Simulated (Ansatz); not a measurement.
# C5H7AlCl2O2: basis-set convergence

An exercise on one series of results from a longer session: the logs are not shown, and one member is left open.

Program: Ansatz 0.2.0, Gaussian basis. Level of theory: one geometry, several basis sets. These are calculated values, not measurements.

The runs, in order: PBE0-D4/def2-SVP; ωB97M-V/def2-SVP; PBE0-D4/def2-QZVPP; ωB97M-V/def2-QZVPP; the functionals' def2-TZVPP values are taken from earlier runs.

## Structure used throughout

The geometry comes from an earlier relaxation with PBE0-D4 in a triple-zeta def2 set; it is a stationary point, not always the lowest conformer.

SMILES `CC1=CC(C)=[O+][Al-]([Cl])([Cl])[O]1`, 17 atoms, charge 0, spin multiplicity 1.

Atoms are counted from 1 here; the program's logs count them from 0.

Bond lengths: C1–C2 1.488 Å, C1–H11 1.093 Å, C1–H12 1.088 Å, C1–H13 1.093 Å, C2–C3 1.394 Å, C2–O10 1.278 Å, C3–C4 1.394 Å, C3–H14 1.080 Å, C4–C5 1.488 Å, C4–O6 1.278 Å, C5–H15 1.088 Å, C5–H16 1.093 Å, C5–H17 1.093 Å, O6–Al7 1.798 Å, Al7–Cl8 2.100 Å, Al7–Cl9 2.101 Å, Al7–O10 1.798 Å. Angles: C2–C1–H11 108.9°, C2–C1–H12 112.5°, C2–C1–H13 108.9°, H11–C1–H12 109.7°, H11–C1–H13 106.9°, H12–C1–H13 109.8°, C1–C2–C3 120.9°, C1–C2–O10 115.4°, C3–C2–O10 123.7°, C2–C3–C4 123.2°, C2–C3–H14 118.4°, C4–C3–H14 118.4°, C3–C4–C5 120.9°, C3–C4–O6 123.7°, C5–C4–O6 115.4°, C4–C5–H15 112.5°, C4–C5–H16 108.9°, C4–C5–H17 108.9° and more.

Geometry (Å):

```xyz
17
charge 0, multiplicity 1
C     1.4019   -1.8787   -1.2697
C     0.8274   -0.8342   -0.3794
C    -0.4018   -0.2437   -0.6684
C    -0.9845    0.7377    0.1320
C    -2.3007    1.3328   -0.2244
O    -0.4505    1.1896    1.2017
Al    1.1305    0.6881    1.8967
Cl    0.8405   -0.2502    3.7533
Cl    2.4930    2.2851    1.8152
O     1.5360   -0.5339    0.6410
H     2.3754   -1.5383   -1.6316
H     0.7553   -2.1064   -2.1145
H     1.5797   -2.7846   -0.6849
H    -0.9291   -0.5630   -1.5550
H    -2.7128    0.9127   -1.1395
H    -2.1822    2.4136   -0.3349
H    -2.9973    1.1727    0.6023
```

The first run:

in.yaml

```yaml
crystal:
  periodic: [false, false, false]
  atoms:
    - {symbol: C, position_ang: [1.401876, -1.878713, -1.269670]}
    - {symbol: C, position_ang: [0.827400, -0.834184, -0.379386]}
    - {symbol: C, position_ang: [-0.401814, -0.243676, -0.668391]}
    - {symbol: C, position_ang: [-0.984451, 0.737707, 0.131984]}
    - {symbol: C, position_ang: [-2.300699, 1.332798, -0.224404]}
    - {symbol: O, position_ang: [-0.450528, 1.189623, 1.201696]}
    - {symbol: Al, position_ang: [1.130545, 0.688146, 1.896656]}
    - {symbol: Cl, position_ang: [0.840450, -0.250217, 3.753271]}
    - {symbol: Cl, position_ang: [2.493022, 2.285083, 1.815194]}
    - {symbol: O, position_ang: [1.535997, -0.533864, 0.641046]}
    - {symbol: H, position_ang: [2.375368, -1.538302, -1.631633]}
    - {symbol: H, position_ang: [0.755296, -2.106375, -2.114487]}
    - {symbol: H, position_ang: [1.579705, -2.784554, -0.684904]}
    - {symbol: H, position_ang: [-0.929084, -0.563008, -1.554984]}
    - {symbol: H, position_ang: [-2.712756, 0.912699, -1.139464]}
    - {symbol: H, position_ang: [-2.182192, 2.413609, -0.334884]}
    - {symbol: H, position_ang: [-2.997336, 1.172729, 0.602260]}
basis:
  gaussian: {orbitals: def2-SVP}
hamiltonian: {xc: pbe0, dispersion: d4}
output: {orbitals: {seedname: orbitals}}
```

Command:

```bash
> ansatz run in.yaml --threads 4 --pin off --events-out ev --progress --plain --max-ram 66560MiB --backend cpu
```

Among the steps run: PBE0-D4 in def2-SVP; ωB97M-V in def2-SVP; PBE0-D4 in def2-QZVPP; ωB97M-V in def2-QZVPP.

One table of the session follows, with a row left open; its other results are not shown here.

It belongs to the step «Functionals by basis». 

| functional | basis | HOMO (eV) | LUMO (eV) |
| --- | --- | --- | --- |
| PBE0-D4 | def2-SVP | -7.86 | -2.41 |
| PBE0-D4 | def2-TZVPP | -7.90 | -2.46 |
| PBE0-D4 | def2-QZVPP | -7.93 | -2.50 |
| ωB97M-V | def2-SVP | -9.96 | -0.28 |
| ωB97M-V | def2-TZVPP | -10.02 | -0.38 |
| ωB97M-V | def2-QZVPP | ? | ? |

**Question.** Estimate the row for ωB97M-V, def2-QZVPP.

The run gave: HOMO (eV): -10.06; LUMO (eV): -0.42. In the column «HOMO (eV)» it is the lowest.
